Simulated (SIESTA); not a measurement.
The system is Co, a sheet with vacuum.

```
CELL_PARAMETERS angstrom
2.34715 0.00000 0.00000
-1.17358 2.03269 0.00000
0.00000 0.00000 23.80000
ATOMIC_POSITIONS crystal
Co 0.00000 0.00000 0.29412
```

The cell was built by a generator and needn't be a form met in nature.

Base run:

```yaml
Program: SIESTA 5.4.2
Functional: PBE
Potentials_or_basis: PseudoDojo 0.4 standard (PBE files)
Basis: DZP (energy shift 0.003 Ry; two zetas on semicore shells)
Grid_cutoff: 800 Ry
Energy_shift: 0.003 Ry
k_mesh: 13 × 13 × 1
Occupations: fermi-dirac, width 0.05 eV
Spin: collinear spin, zero start
Starting_moments: "[0.0] μB"
```

Its results: band gap on the k mesh none (metal or under the smearing width); net moment 0.00 μB per cell.

Task: The run is repeated on the same cell with these changes: spin from collinear spin, zero start to collinear spin, fm_larger start; moments at the start from [0.0] to [3.5]. What comes out?

Result: Band gap on the k mesh none (metal or under the smearing width); net moment 1.73 μB per cell; site moments Co +1.73 μB.

Caveats: the basis of atomic orbitals isn't converged, which shifts pressures, moduli and gaps.
